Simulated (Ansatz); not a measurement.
**C₂H₅BO: basis-set convergence**

An exercise on one series of results from a longer session: the logs are not shown, and one member is left open.

Program: Ansatz 0.2.0, Gaussian basis. Level of theory: one geometry, several basis sets. These are calculated values, not measurements.

The runs, in order: PBE0-D4/def2-SVP; ωB97M-V/def2-SVP; PBE0-D4/def2-QZVPP; ωB97M-V/def2-QZVPP; the functionals' def2-TZVPP values are taken from earlier runs.

## The geometry

An earlier PBE0-D4 in a triple-zeta def2 set relaxation fixed the geometry.

SMILES `CBC=O`, 9 atoms, charge 0, spin multiplicity 1.

Atoms are counted from 1 here; the program's logs count them from 0.

Bond lengths: C1–B2 1.550 Å, C1–H5 1.103 Å, C1–H6 1.091 Å, C1–H7 1.092 Å, B2–C3 1.573 Å, B2–H8 1.199 Å, C3–O4 1.214 Å, C3–H9 1.117 Å. Angles: B2–C1–H5 105.1°, B2–C1–H6 114.7°, B2–C1–H7 113.6°, H5–C1–H6 106.8°, H5–C1–H7 105.6°, H6–C1–H7 110.2°, C1–B2–C3 121.7°, C1–B2–H8 121.5°, C3–B2–H8 116.8°, B2–C3–O4 116.5°, B2–C3–H9 124.0°, O4–C3–H9 119.4°.

Set-up of the first run:

Contents of in.yaml:

```yaml
crystal:
  periodic: [false, false, false]
  atoms:
    - {symbol: C, position_ang: [-0.548817, 0.782712, -0.754731]}
    - {symbol: B, position_ang: [0.359588, -0.387114, -0.297879]}
    - {symbol: C, position_ang: [0.503654, -0.778704, 1.219197]}
    - {symbol: O, position_ang: [1.342807, -0.176487, 1.857400]}
    - {symbol: H, position_ang: [-1.489092, 0.306931, -1.079402]}
    - {symbol: H, position_ang: [-0.809611, 1.491869, 0.032488]}
    - {symbol: H, position_ang: [-0.170591, 1.313755, -1.630251]}
    - {symbol: H, position_ang: [1.001598, -1.026062, -1.083635]}
    - {symbol: H, position_ang: [-0.101037, -1.573200, 1.719714]}
basis:
  gaussian: {orbitals: def2-SVP}
hamiltonian: {xc: pbe0, dispersion: d4}
output: {orbitals: {seedname: orbitals}}
```

Command:

```sh
> ansatz run in.yaml --threads 2 --pin off --events-out ev --progress --plain --max-ram 4352MiB
```

Steps of the session up to this table: PBE0-D4 in def2-SVP; ωB97M-V in def2-SVP; PBE0-D4 in def2-QZVPP; ωB97M-V in def2-QZVPP.

One table of the session follows, with a row left open; its other results are not shown here.

It belongs to the step «Functionals by basis». 

```
functional       basis  HOMO (eV)
   PBE0-D4    def2-SVP      -6.86
   PBE0-D4  def2-TZVPP      -7.02
   PBE0-D4  def2-QZVPP      -7.04
   ωB97M-V    def2-SVP      -9.23
   ωB97M-V  def2-TZVPP          ?
   ωB97M-V  def2-QZVPP      -9.43
```

Estimate the missing values for ωB97M-V, def2-TZVPP.

The run gave: HOMO (eV): -9.40. In the column «HOMO (eV)» it lies between ωB97M-V, def2-QZVPP (-9.43) and ωB97M-V, def2-SVP (-9.23).
